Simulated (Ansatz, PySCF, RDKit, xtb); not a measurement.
# Isomers of C5H4FNO, a sample narrowed down, part 2 of 2

A sample of isomers of C5H4FNO is drawn. Aim: find which of them has the lowest free energy at 298.15 K, then its properties. The sample is small against all isomers, and the most stable one of this formula need not be in it.

xtb, Ansatz and PySCF; isolated molecules. Earlier steps stand in the parts before.

## (12) Putting it together

Energies in kcal/mol from c333a; G adds the thermal terms to the CCSD(T)/def2-SVP + MP2/def2-TZVPP - MP2/def2-SVP energy. The columns left of the relaxed level are at the tight-binding geometries.

| label | SMILES | spin | GFN2-xTB | HF/STO-3G | r2SCAN-D4/def2-SVP | r2SCAN-D4/def2-SVP, relaxed | HF/def2-SVP | MP2/def2-SVP | CCSD(T)/def2-SVP + MP2/def2-TZVPP - MP2/def2-SVP | G | share at equilibrium | T1 |
| --- | --- | --- | --- | --- | --- | --- | --- | --- | --- | --- | --- | --- |
| c333a | O=Cc1ccc(F)[nH]1 | singlet | 0.0 | 0.0 | 0.0 | 0.0 | 0.0 | 0.0 | 0.0 | 0.0 | 81.1 % | 0.015 |
| c374a | O=Cc1[nH]ccc1F | singlet | 0.7 | 1.2 | 1.5 | 1.6 | 1.7 | 1.3 | 1.2 | 1.3 | 9.0 % | 0.015 |
| c301a | O=Cc1cc(F)c[nH]1 | singlet | 1.3 | 2.5 | 2.3 | 2.4 | 3.3 | 1.8 | 1.7 | 1.7 | 4.6 % | 0.014 |
| c998b | O=Cn1ccc(F)c1 | singlet | -4.6 | -1.2 | 4.4 | 4.1 | 1.1 | 2.9 | 1.7 | 1.7 | 4.4 % | 0.014 |
| c446a | O=Cn1cccc1F | singlet | -4.6 | -3.0 | 5.0 | 4.7 | 0.7 | 3.2 | 2.8 | 2.9 | 0.6 % | 0.014 |
| c699a | O=Cc1c[nH]c(F)c1 | singlet | 3.9 | 1.5 | 5.5 | 5.5 | 3.0 | 3.9 | 3.6 | 3.3 | 0.3 % | 0.014 |

Lowest found: c333a, `O=Cc1ccc(F)[nH]1`, a singlet. Bond lengths: C1–C2 1.443 Å, C2–C3 1.397 Å, C3–C4 1.415 Å, C4–C5 1.389 Å, C5–F6 1.319 Å, C2–N7 1.385 Å, C5–N7 1.348 Å, C1–O8 1.222 Å, C1–H9 1.120 Å, C3–H10 1.090 Å, C4–H11 1.088 Å, N7–H12 1.016 Å. Some angles: C1–C2–C3 133.1°, C1–C2–N7 119.5°, C3–C2–N7 107.4°, C2–C1–O8 123.0°, C2–C3–C4 108.1°, C3–C4–C5 105.5°, C4–C5–F6 129.5°, C4–C5–N7 110.6°, F6–C5–N7 120.0°, C2–N7–C5 108.5°.

```xyz
12

C    -1.4962    0.7410   -1.8451
C    -0.4274    0.7603   -0.8751
C     0.7690    0.0483   -0.7582
C     1.4324    0.4935    0.4091
C     0.6048    1.4651    0.9578
F     0.7678    2.1858    2.0498
N    -0.4996    1.6284    0.2016
O    -2.4799    1.4616   -1.7670
H    -1.3569    0.0107   -2.6833
H     1.1155   -0.7153   -1.4541
H     2.3864    0.1663    0.8166
H    -1.2785    2.2641    0.3506
```

## (13) Density, orbitals and dipole (PBE0/def2-SVPD)

The input, input.yaml:

```yaml
basis:
  gaussian:
    orbitals: def2-SVPD
crystal:
  periodic: [false, false, false]
  atoms:
    - {symbol: C, position_ang: [-1.496151, 0.741001, -1.845077]}
    - {symbol: C, position_ang: [-0.427350, 0.760254, -0.875095]}
    - {symbol: C, position_ang: [0.768965, 0.048305, -0.758250]}
    - {symbol: C, position_ang: [1.432354, 0.493471, 0.409144]}
    - {symbol: C, position_ang: [0.604824, 1.465068, 0.957813]}
    - {symbol: F, position_ang: [0.767841, 2.185839, 2.049843]}
    - {symbol: "N", position_ang: [-0.499562, 1.628388, 0.201578]}
    - {symbol: O, position_ang: [-2.479872, 1.461555, -1.767027]}
    - {symbol: H, position_ang: [-1.356874, 0.010715, -2.683267]}
    - {symbol: H, position_ang: [1.115525, -0.715278, -1.454081]}
    - {symbol: H, position_ang: [2.386376, 0.166255, 0.816596]}
    - {symbol: H, position_ang: [-1.278513, 2.264136, 0.350630]}
hamiltonian:
  xc: {name: PBE0}
output:
  forces: true
  orbitals: {seedname: orbitals}
```

On the command line:

```console
$ ansatz run input.yaml --threads 2 --pin off --max-ram 5220MiB --events-out events.jsonl --progress --plain --runs-dir runs
```

Standard output, shortened:

```text
Warning: RAYON_NUM_THREADS=2 ignored (pool sized by the plan → 2); use --threads N
Functional definition: PBE0
  name "PBE0"
[...]
1646 factors; their error is unknown
[...]
mean field -11483.13225431 eV, -421.9973267995 hartree, gradient 4.0e-5 eV, S^2 0.000000; 0 other end points of the search recorded, 0 dependent functions left out
[...]
reference -11483.13229486 eV, -421.9973282894 hartree; 29, 29 occupied and 169, 169 virtual orbitals, 1646 factors
[...]
Atom 7 at    -2.479872     1.461555    -1.767027 Å, force     0.292235    -0.257154    -0.078455 eV/Å
Atom 8 at    -1.356874     0.010715    -2.683267 Å, force    -0.093173     0.154320     0.122511 eV/Å
Atom 9 at     1.115525    -0.715278    -1.454081 Å, force    -0.020917     0.058879     0.052397 eV/Å
Atom 10 at     2.386376     0.166255     0.816596 Å, force    -0.061606     0.012692    -0.032873 eV/Å
Atom 11 at    -1.278513     2.264136     0.350630 Å, force     0.174420    -0.106307     0.013973 eV/Å
Dipole moment:     0.457526    -0.206891     0.131811 e Å
```

It took 11 s on 2 threads of Arm Neoverse V1, shared host; peak memory 0.59 GiB.

## (14) Electronic excitations (TD-PBE0/def2-SVPD)

An in-house driver calls PySCF's response routines at TD-PBE0/def2-SVPD; it has no typed input.

Standard output:

```text
coarse grid: 11144 points
cycle   1  E = -421.7788441164  dE =  1.583e+00  |g| = 8.516e-01  |ddm| = 6.686e+00
cycle   2  E = -421.1968986904  dE =  5.819e-01  |g| = 1.845e+00  |ddm| = 5.698e+00
cycle   3  E = -421.9278230231  dE = -7.309e-01  |g| = 1.982e-01  |ddm| = 4.913e+00
cycle   4  E = -421.9336326308  dE = -5.810e-03  |g| = 1.176e-01  |ddm| = 4.989e-01
cycle   5  E = -421.9365388406  dE = -2.906e-03  |g| = 3.144e-02  |ddm| = 2.313e-01
cycle   6  E = -421.9367619141  dE = -2.231e-04  |g| = 8.672e-03  |ddm| = 6.755e-02
cycle   7  E = -421.9367772190  dE = -1.530e-05  |g| = 2.741e-03  |ddm| = 1.717e-02
cycle   8  E = -421.9367786585  dE = -1.440e-06  |g| = 1.047e-03  |ddm| = 5.701e-03
final grid: 111336 points
cycle   9  E = -421.9973087216  dE = -1.496e-05  |g| = 1.129e-02  |ddm| = 1.314e-01
cycle  10  E = -421.9972288917  dE =  7.983e-05  |g| = 2.271e-02  |ddm| = 4.781e-02
cycle  11  E = -421.9973349933  dE = -1.061e-04  |g| = 2.055e-03  |ddm| = 3.377e-02
cycle  12  E = -421.9973358636  dE = -8.703e-07  |g| = 3.807e-04  |ddm| = 3.216e-03
cycle  13  E = -421.9973358897  dE = -2.610e-08  |g| = 1.227e-04  |ddm| = 6.592e-04
cycle  14  E = -421.9973358926  dE = -2.942e-09  |g| = 3.358e-05  |ddm| = 2.860e-04
cycle  15  E = -421.9973358928  dE = -2.374e-10  |g| = 1.667e-05  |ddm| = 9.386e-05
converged SCF energy = -421.9973358928

Static polarisability (au): isotropic 72.537, principal 41.519 72.684 103.408

Singlet excitations
state   eV       nm        f      main configurations
  1   4.0424    306.7   0.00021   H-1->L 0.98
  2   4.8455    255.9   0.35718   H->L 0.94
  3   5.6074    221.1   0.05144   H-2->L 0.93
  4   6.3632    194.8   0.00118   H->L+1 0.99
  5   6.8979    179.7   0.00674   H->L+3 0.92
  6   7.1394    173.7   0.00026   H->L+4 0.91
  7   7.1962    172.3   0.07934   H->L+2 0.86
  8   7.3083    169.6   0.00484   H-1->L+1 0.87

Triplet excitations (Tamm-Dancoff, eV): 3.0873 3.5263 4.5088
```

Run time: 23 s. Hardware: 2 threads of Arm Neoverse V1, shared host; peak memory 0.91 GiB.

The roots found:

```
excited state  energy (eV)  strength
            1        4.042    0.0002
            2        4.846    0.3572
            3        5.607    0.0514
            4        6.363    0.0012
            5        6.898    0.0067
            6        7.139    0.0003
            7        7.196    0.0793
            8        7.308    0.0048
```

## (15) NMR shieldings (GIAO PBE0/pcSseg-1)

An in-house driver calls PySCF's response routines at GIAO PBE0/pcSseg-1; it has no typed input.

Standard output:

```text
coarse grid: 11144 points
cycle   1  E = -422.0119383990  dE =  1.653e+00  |g| = 8.921e-01  |ddm| = 3.375e+00
cycle   2  E = -421.4391447011  dE =  5.728e-01  |g| = 1.871e+00  |ddm| = 3.315e+00
cycle   3  E = -422.1665252967  dE = -7.274e-01  |g| = 2.089e-01  |ddm| = 2.742e+00
cycle   4  E = -422.1729644925  dE = -6.439e-03  |g| = 1.197e-01  |ddm| = 2.719e-01
cycle   5  E = -422.1757519397  dE = -2.787e-03  |g| = 3.237e-02  |ddm| = 1.190e-01
cycle   6  E = -422.1759804063  dE = -2.285e-04  |g| = 9.281e-03  |ddm| = 3.135e-02
cycle   7  E = -422.1759970314  dE = -1.663e-05  |g| = 3.080e-03  |ddm| = 8.649e-03
cycle   8  E = -422.1759987817  dE = -1.750e-06  |g| = 1.073e-03  |ddm| = 3.283e-03
final grid: 111336 points
cycle   9  E = -422.2371031656  dE = -1.641e-05  |g| = 1.203e-02  |ddm| = 3.242e-02
cycle  10  E = -422.2370175175  dE =  8.565e-05  |g| = 2.418e-02  |ddm| = 3.114e-02
cycle  11  E = -422.2371315993  dE = -1.141e-04  |g| = 2.096e-03  |ddm| = 2.298e-02
cycle  12  E = -422.2371324602  dE = -8.609e-07  |g| = 4.048e-04  |ddm| = 1.880e-03
cycle  13  E = -422.2371324866  dE = -2.641e-08  |g| = 1.478e-04  |ddm| = 3.737e-04
cycle  14  E = -422.2371324906  dE = -4.034e-09  |g| = 3.401e-05  |ddm| = 1.251e-04
cycle  15  E = -422.2371324908  dE = -2.412e-10  |g| = 1.576e-05  |ddm| = 4.379e-05
converged SCF energy = -422.2371324908

GIAO shielding tensors (ppm)
atom      isotropic    diamagn.    paramagn.     s11        s22        s33       span
  0 C        3.358     243.182    -239.824    -87.270      1.790     95.555    182.826
  1 C       56.146     256.437    -200.291     -7.199     46.641    128.996    136.195
  2 C       60.981     252.089    -191.108    -11.309     27.430    166.822    178.130
  3 C       88.183     255.697    -167.514     39.313     66.526    158.711    119.398
  4 C       25.573     250.564    -224.991    -30.488     39.160     68.047     98.535
  5 F      305.679     469.525    -163.846    218.329    308.585    390.123    171.794
  6 N      106.867     332.659    -225.792     32.853    105.688    182.060    149.207
  7 O     -257.552     396.574    -654.126   -804.856   -359.070    391.270   1196.126
  8 H       21.822      26.823      -5.002     19.081     21.977     24.407      5.327
  9 H       24.483      31.439      -6.956     22.548     24.934     25.968      3.420
 10 H       25.390      30.066      -4.676     22.284     25.882     28.003      5.719
 11 H       22.871      32.235      -9.365     16.256     23.175     29.181     12.925
```

It took 12 s on 2 threads of Arm Neoverse V1, shared host; peak memory 0.86 GiB.

Isotropic shieldings, averaged over atoms that the bond graph makes equivalent (absolute, not shifts):

```
atoms  shielding (ppm)
   C1              3.4
   C2             56.1
   C3             61.0
   C4             88.2
   C5             25.6
   F6            305.7
   N7            106.9
   O8           -257.6
   H9            21.82
  H10            24.48
  H11            25.39
  H12            22.87
```

## (16) The cation at the same geometry (PBE0/def2-SVPD)

The input, input.yaml:

```yaml
crystal:
  periodic: [false, false, false]
  atoms:
    - symbol: C
      position_ang: [-1.496151, 0.741001, -1.845077]
    - symbol: C
      position_ang: [-0.427350, 0.760254, -0.875095]
    - symbol: C
      position_ang: [0.768965, 0.048305, -0.758250]
    - symbol: C
      position_ang: [1.432354, 0.493471, 0.409144]
    - symbol: C
      position_ang: [0.604824, 1.465068, 0.957813]
    - symbol: F
      position_ang: [0.767841, 2.185839, 2.049843]
    - symbol: N
      position_ang: [-0.499562, 1.628388, 0.201578]
    - symbol: O
      position_ang: [-2.479872, 1.461555, -1.767027]
    - symbol: H
      position_ang: [-1.356874, 0.010715, -2.683267]
    - symbol: H
      position_ang: [1.115525, -0.715278, -1.454081]
    - symbol: H
      position_ang: [2.386376, 0.166255, 0.816596]
    - symbol: H
      position_ang: [-1.278513, 2.264136, 0.350630]
basis:
  gaussian:
    orbitals: def2-SVPD
magnetization:
  spin_polarized: true
  initial_magnetization: 1
total_charge: 1
hamiltonian:
  xc: {name: PBE0}
```

On the command line:

```console
$ ansatz run input.yaml --threads 2 --pin off --max-ram 5220MiB --events-out events.jsonl --progress --plain --runs-dir runs
```

Standard output, shortened:

```text
Warning: RAYON_NUM_THREADS=2 ignored (pool sized by the plan → 2); use --threads N
[... 2 set-up lines as earlier in the session ...]
[...]
1646 factors; their error is unknown
[...]
mean field -11474.28438239 eV, -421.6721735034 hartree, gradient 1.2e-5 eV, S^2 0.775660; 4 other end points of the search recorded, 0 dependent functions left out
reference -11474.28442410 eV, -421.6721750363 hartree; 29, 28 occupied and 169, 170 virtual orbitals, 1646 factors
Total energy: -11474.28442410 eV, -421.6721750363 hartree
```

Wall time 27 s (2 threads of Arm Neoverse V1, shared host); peak memory 0.75 GiB.

Difference from the parent: 8.85 eV.

## (17) The anion at the same geometry (PBE0/def2-SVPD)

The input, input.yaml:

```yaml
crystal:
  periodic: [false, false, false]
  atoms:
    - {symbol: C, position_ang: [-1.496151, 0.741001, -1.845077]}
    - {symbol: C, position_ang: [-0.427350, 0.760254, -0.875095]}
    - {symbol: C, position_ang: [0.768965, 0.048305, -0.758250]}
    - {symbol: C, position_ang: [1.432354, 0.493471, 0.409144]}
    - {symbol: C, position_ang: [0.604824, 1.465068, 0.957813]}
    - {symbol: F, position_ang: [0.767841, 2.185839, 2.049843]}
    - {symbol: "N", position_ang: [-0.499562, 1.628388, 0.201578]}
    - {symbol: O, position_ang: [-2.479872, 1.461555, -1.767027]}
    - {symbol: H, position_ang: [-1.356874, 0.010715, -2.683267]}
    - {symbol: H, position_ang: [1.115525, -0.715278, -1.454081]}
    - {symbol: H, position_ang: [2.386376, 0.166255, 0.816596]}
    - {symbol: H, position_ang: [-1.278513, 2.264136, 0.350630]}
basis:
  gaussian:
    orbitals: def2-SVPD
total_charge: -1
magnetization:
  spin_polarized: true
  initial_magnetization: 1
hamiltonian:
  xc: pbe0
scf:
  lower_state_search: "off"
```

On the command line:

```console
$ ansatz run input.yaml --threads 2 --pin off --max-ram 5220MiB --events-out events.jsonl --progress --plain --runs-dir runs
```

Standard output, shortened:

```text
Warning: RAYON_NUM_THREADS=2 ignored (pool sized by the plan → 2); use --threads N
[... 2 set-up lines as earlier in the session ...]
[...]
1646 factors; their error is unknown
[...]
mean field -11482.93424523 eV, -421.9900500998 hartree, gradient 2.7e-6 eV, S^2 0.764457; 0 other end points of the search recorded, 0 dependent functions left out
reference -11482.93428358 eV, -421.9900515093 hartree; 30, 29 occupied and 168, 169 virtual orbitals, 1646 factors
Total energy: -11482.93428358 eV, -421.9900515093 hartree
Checks for a lower state left out: stability, starts, cluster_reference, orbital_swaps, neighbouring_geometries, increment
```

Run time: 11 s. Hardware: 2 threads of Arm Neoverse V1, shared host; peak memory 0.68 GiB.

Parent less the species with the added electron: -0.20 eV. In this basis the extra electron isn't bound at this geometry, so the number hangs on the basis; a diffuse state bound by the dipole can't be described by it.

## (18) The triplet at the same geometry (PBE0/def2-SVPD)

The input, input.yaml:

```yaml
crystal:
  periodic: [false, false, false]
  atoms:
    - symbol: C
      position_ang: [-1.496151, 0.741001, -1.845077]
    - symbol: C
      position_ang: [-0.427350, 0.760254, -0.875095]
    - symbol: C
      position_ang: [0.768965, 0.048305, -0.758250]
    - symbol: C
      position_ang: [1.432354, 0.493471, 0.409144]
    - symbol: C
      position_ang: [0.604824, 1.465068, 0.957813]
    - symbol: F
      position_ang: [0.767841, 2.185839, 2.049843]
    - symbol: "N"
      position_ang: [-0.499562, 1.628388, 0.201578]
    - symbol: O
      position_ang: [-2.479872, 1.461555, -1.767027]
    - symbol: H
      position_ang: [-1.356874, 0.010715, -2.683267]
    - symbol: H
      position_ang: [1.115525, -0.715278, -1.454081]
    - symbol: H
      position_ang: [2.386376, 0.166255, 0.816596]
    - symbol: H
      position_ang: [-1.278513, 2.264136, 0.350630]
basis:
  gaussian:
    orbitals: def2-SVPD
magnetization:
  spin_polarized: true
  initial_magnetization: 2
hamiltonian:
  xc: {name: PBE0}
```

On the command line:

```console
$ ansatz run input.yaml --threads 2 --pin off --max-ram 5220MiB --events-out events.jsonl --progress --plain --runs-dir runs
```

Standard output, shortened:

```text
Warning: RAYON_NUM_THREADS=2 ignored (pool sized by the plan → 2); use --threads N
[... 2 set-up lines as earlier in the session ...]
[...]
1646 factors; their error is unknown
[...]
mean field -11480.02730215 eV, -421.8832219119 hartree, gradient 2.3e-5 eV, S^2 2.021433; 4 other end points of the search recorded, 0 dependent functions left out
reference -11480.02734251 eV, -421.8832233953 hartree; 30, 28 occupied and 168, 170 virtual orbitals, 1646 factors
Total energy: -11480.02734251 eV, -421.8832233953 hartree
```

It took 25 s on 2 threads of Arm Neoverse V1, shared host; peak memory 0.75 GiB.

It lies 3.10 eV above the singlet.

## (19) What came out

What follows sums up all 2 parts.

| quantity | value |
| --- | --- |
| lowest structure found | O=Cc1ccc(F)[nH]1, singlet |
| next finalist | O=Cc1[nH]ccc1F, singlet, 1.3 kcal/mol higher in G |
| share at equilibrium, among the finalists | 81.1 % |
| funnel | 12 starts, 12 minima at GFN2-xTB from these starts (15 with those found later), 15 screening runs, 6 relaxed, 6 ranked |
| CPU time of all runs | 28 min |
| dipole moment (PBE0/def2-SVPD) | 2.49 D |
| HOMO energy (PBE0/def2-SVPD) | -6.91 eV |
| LUMO energy (PBE0/def2-SVPD) | -1.67 eV |
| HOMO–LUMO gap (PBE0/def2-SVPD) | 5.24 eV |
| lowest excitation (TD-PBE0/def2-SVPD) | 4.04 eV (f = 0.000) |
| strongest of the states computed, same level | 4.85 eV (f = 0.357) |
| lowest triplet excitation, same level, Tamm-Dancoff | 3.09 eV |
| vertical ionisation energy | 8.85 eV |
| vertical electron affinity | -0.20 eV (unbound: the value depends on the basis) |
| vertical triplet less singlet | +3.10 eV |

In words: `O=Cc1ccc(F)[nH]1` comes out lowest. Its margin of 1.3 kcal/mol is inside the likely error of CCSD(T)/def2-SVP + MP2/def2-TZVPP - MP2/def2-SVP with harmonic terms (about 1.5 kcal/mol), so the order of the first two is not settled. r2SCAN-D4/def2-SVP, r2SCAN-D4/def2-SVP, relaxed, HF/def2-SVP and MP2/def2-SVP already put its bonding pattern lowest among the structures in one piece; GFN2-xTB favours the singlet O=Cn1ccc(F)c1 (c998a, not a finalist); HF/STO-3G favours the singlet O=Cn1cccc1F. The largest share of the time went into the final energies (57 % of the CPU time that the search's summary counts). The search is not exhaustive (a finite list of starts, one conformer a finalist), so a lower isomer can't be ruled out. Only 7 drawn patterns were tried, so whole families of isomers are missing, and the result ranks this sample alone. The lowest isomer need not be the one that is made and kept in a bottle, which depends on barriers.
